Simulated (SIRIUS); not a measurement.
GaGe: single point with PBE

Crystal: GaGe.

```
CELL_PARAMETERS angstrom
0.00000 2.89784 2.89784
2.89784 0.00000 2.89784
2.89784 2.89784 0.00000
ATOMIC_POSITIONS crystal
Ge 0.00000 0.00000 0.00000
Ga 0.25000 0.25000 0.25000
```

The cell comes from a database or a generator and needn't be the stable form of this composition.

* Program: SIRIUS 7.10.0
* Task: single point
* Functional: PBE
* Potentials or basis: PseudoDojo 0.4.1 PBE standard (scalar relativistic)
* Cutoff: 1102 eV
* Density cutoff: 4408 eV
* k mesh: 8 × 8 × 8
* Occupations: fermi-dirac, width 0.05 eV
* Spin: no spin polarisation
* Libxc names: ["XC_GGA_X_PBE", "XC_GGA_C_PBE"]
* Energy tol: 1e-08 Ha
* Density tol: 1e-06
* Mixer: anderson
* Mixing beta: 0.7
* Max scf: 100
* Radial cutoff for the potentials' integrals: 6.5 bohr

The pressure is 0.3 GPa. The band gap on the k mesh is none (metal or under the smearing width).

Wall time 96 s on 1 thread of Arm Neoverse N1 (shared host), peak memory 0.43 GiB.
